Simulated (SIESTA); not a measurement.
## BPd4: equation of state with LDA

Crystal: BPd4.

```xyz
5
Lattice="2.8920 0.0000 0.0000 0.0000 4.3650 0.0000 0.0000 0.0000 5.8563" Properties=species:S:1:pos:R:3 pbc="T T T"
Pd    1.4460    0.0000    1.1571
Pd    0.0000    0.0000    3.6278
Pd    0.0000    2.1825    1.9277
Pd    1.4460    2.1825    5.0807
B     1.4460    0.0000    5.0553
```

The cell comes from a database or a generator and needn't be the stable form of this composition.

```yaml
Program: SIESTA 5.4.2
Task: equation of state
Functional: LDA
Potentials_or_basis: PseudoDojo 0.4 standard (LDA files)
Basis: DZP (energy shift 0.003 Ry; two zetas on semicore shells)
Grid_cutoff: 800 Ry
Energy_shift: 0.003 Ry
k_mesh: 7 × 4 × 4
Occupations: fermi-dirac, width 0.05 eV
Spin: no spin polarisation
```

| Quantity | Value |
| --- | --- |
| Equilibrium volume | 13.77 Å³/atom (rough: see the caveat) |
| Bulk modulus at fixed shape and positions | 192 GPa (rough) |

Energy against volume, from the lowest point:
| volume (Å³/atom) | energy (meV/atom) |
| --- | --- |
| 13.899 | 0.00 |
| 14.194 | 6.57 |
| 14.490 | 19.50 |
| 14.786 | 37.94 |
| 15.081 | 61.25 |
| 15.377 | 88.86 |
| 15.673 | 120.18 |

All runs of the series together: 20 min on 1 thread of Arm Neoverse V1, with other jobs on the host.

Caveat: the minimum lies outside the volumes run; the cell was scaled at fixed shape and fractional positions, which overstates the stiffness of a crystal with free parameters, most of all of layers and chains; the basis of atomic orbitals isn't converged, which shifts pressures, moduli and gaps.
